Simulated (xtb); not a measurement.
**CH5BF2Si (SMILES C[SiH2]B(F)F) at GFN2-xTB**

We compute a structure relaxation of CH5BF2Si. 

Program for the calculation: xtb 6.7.1.

## (1) The structure to begin with

The species is CH5BF2Si (10 atoms), meant as a singlet with charge 0. SMILES: `C[SiH2]B(F)F`. All atoms were displaced at random from a relaxed shape. The run starts from this shape.

Bond lengths: C1–Si2 1.957 Å, Si2–B3 2.063 Å, B3–F4 1.368 Å, B3–F5 1.287 Å, C1–H6 1.067 Å, C1–H7 1.174 Å, C1–H8 1.099 Å, Si2–H9 1.466 Å, Si2–H10 1.434 Å. Some angles: C1–Si2–B3 106.1°, Si2–B3–F4 125.2°, Si2–B3–F5 128.3°, F4–B3–F5 106.2°, C1–Si2–H9 113.5°, C1–Si2–H10 109.7°, B3–Si2–H9 103.8°, B3–Si2–H10 109.1°, Si2–C1–H6 110.0°, Si2–C1–H7 107.1°.

## (2) A structure relaxation at GFN2-xTB

.CHRG reads:

```
0
```

.UHF reads:

```
0
```

xcontrol reads:

```
$opt
   engine=rf
$end
```

mol.xyz reads:

```xyz
10

C     -1.16661    -0.90876     0.45839
Si     0.52376     0.06411     0.62051
B      0.83890     0.97298    -1.20487
F      1.05949     0.31645    -2.38486
F      0.99893     2.22554    -1.45449
H     -1.07585    -1.67818    -0.27543
H     -2.00558    -0.11215     0.26061
H     -1.34655    -1.36317     1.44323
H      0.46579     1.18386     1.56443
H      1.59041    -0.86090     0.87379
```

On the command line:

```sh
xtb mol.xyz -o normal --gfn 2 -I xcontrol --parallel 1 | tee mol.out
```

What values should one expect? Wanted: total energy at the end; dipole moment; HOMO energy; LUMO energy; HOMO–LUMO gap; dispersion energy; mean polarisability.

**Answer.** As computed:

At GFN2-xTB:

| quantity | value |
| --- | --- |
| total energy at the end | -17.19422 Eh |
| dipole moment | 1.34 D |
| HOMO energy | -10.91 eV |
| LUMO energy | -7.19 eV |
| HOMO–LUMO gap | 3.72 eV |
| dispersion energy | -12.35 kJ/mol |
| mean polarisability (D4 model) | 57.6 bohr³ |

What this shows: At the final geometry: Bond lengths: C1–Si2 1.905 Å, Si2–B3 1.985 Å, B3–F4 1.322 Å, B3–F5 1.322 Å, C1–H6 1.087 Å, C1–H7 1.087 Å, C1–H8 1.085 Å, Si2–H9 1.470 Å, Si2–H10 1.473 Å. Some angles: C1–Si2–B3 110.6°, Si2–B3–F4 124.1°, Si2–B3–F5 124.3°, F4–B3–F5 111.6°, C1–Si2–H9 108.0°, C1–Si2–H10 107.6°, B3–Si2–H9 112.4°, B3–Si2–H10 111.7°, Si2–C1–H6 111.2°, Si2–C1–H7 111.9°. The optimisation took 7 steps and changed the energy by -0.383 eV.
